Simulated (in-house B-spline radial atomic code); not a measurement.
**Pm¹²⁺: excited configurations**

Aim: the energies of several excited configurations of Pm¹²⁺ above a reference configuration, each from its own self-consistent run.

The numbers are computed with in-house B-spline radial atomic code version 1 (non-relativistic Hartree-Fock, average of configuration, point nucleus, basis-set limit), except any that are marked as measured or tabulated.

## (1) Starting point

```
element       : promethium (Z = 61)
charge        : +12
electrons     : 49
configuration : [Kr] 4d10 4f1 5s2
Hamiltonian   : non-relativistic
nucleus       : point
```

Outer shells as boxes (Hund's rule):

[Kr] 4d10 4f1 5s2
```
[Kr] core
4d [↑↓][↑↓][↑↓][↑↓][↑↓]
4f [↑ ][  ][  ][  ][  ][  ][  ]
5s [↑↓]
```

The boxes draw the filling by Hund's rule, which heavy ions in jj coupling don't follow; these runs average over all states of the configuration.

The run's settings:

```ini
Z = 61
electrons = 49.0
configuration = [Kr] 4d10 4f1 5s2
hamiltonian = nr
method = hf
spin_polarised = False
```

This reference run was done before. Its total energy is -9615.356546 hartree, and its levels are (the highest eight at most):

| orbital | occupation | energy (eV) | <r> (bohr) |
| --- | --- | --- | --- |
| 3s | 2 | -1772.69 | 0.2746 |
| 3p | 6 | -1610.32 | 0.2648 |
| 3d | 10 | -1312.37 | 0.2363 |
| 4s | 2 | -543.36 | 0.6117 |
| 4p | 6 | -477.49 | 0.6268 |
| 4d | 10 | -360.30 | 0.6559 |
| 4f | 1 | -229.66 | 0.7111 |
| 5s | 2 | -217.05 | 1.266 |

## (2) Run with [Kr] 4d9 5s2 5p1 7f1

The run's settings:

```ini
Z = 61
electrons = 49.0
configuration = [Kr] 4d9 5s2 5p1 7f1
hamiltonian = nr
method = hf
spin_polarised = False
```

How far above the reference does each configuration lie (order and size, in eV)?

**Answer**, as computed:

| net move | configuration | energy above the reference (eV) | largest <r> (bohr) |
| --- | --- | --- | --- |
| 4d, 4f → 5p, 7f | [Kr] 4d9 5s2 5p1 7f1 | 335.59 | 4.20 |

What this shows: The promotion costs 335.59 eV. Koopmans' estimate of the ionisation threshold is 217.05 eV; 1 configuration exceeds it by over 2 % and could autoionise. These are averages over configurations, without correlation, not spectroscopic levels.
